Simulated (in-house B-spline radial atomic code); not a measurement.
# Ta⁶⁺: ionisation energy by several methods

An exercise on one series of results from a longer session: the logs are not shown, and one member is left open.

The numbers are computed with in-house B-spline radial atomic code version 1 (non-relativistic, several functionals, spin-polarised, exact exchange averaged over the configuration; spherical all-electron atom at the radial basis limit), except any that are marked as measured or tabulated.

**The atom as given**

* element: tantalum (Z = 73)
* charge: +6
* electrons: 67
* configuration: [Xe] 4f13
* nucleus: point

The outer shells:

[Xe] 4f13
```
[Xe] core
4f [↑↓][↑↓][↑↓][↑↓][↑↓][↑↓][↑ ]
```

Where spins are not typed, each open shell is filled with up spins first.

The first run:

Input settings:

```ini
Z = 73
electrons = 67.0
configuration = [Xe] 4f13
hamiltonian = nr
method = pbe0
spin_polarised = True
exact_exchange = averaged over the configuration
```

The run is started by

```
python run_scf.py task.json out
```

The settings of every run stand in task.json; they run in order.

Steps of the session up to this table: PBE0, a global hybrid; ωB97X, a range-separated hybrid; CAM-B3LYP, a range-separated hybrid; HSE06, a range-separated hybrid; r2SCAN0, a global hybrid.

One table of the session follows, with a row left open; its other results are not shown here.

| method | ΔSCF (eV) |
| --- | --- |
| PBE0 | 119.95 |
| r2SCAN0 | 120.57 |
| ωB97X | 119.58 |
| CAM-B3LYP | ? |
| HSE06 | 119.84 |

**Question.** Estimate the row for CAM-B3LYP.

The run gave: ΔSCF (eV): 119.93. In the column «ΔSCF (eV)» it lies between HSE06 (119.84) and PBE0 (119.95).

Caveats from the session: These runs leave out relativity, which matters at this nuclear charge.
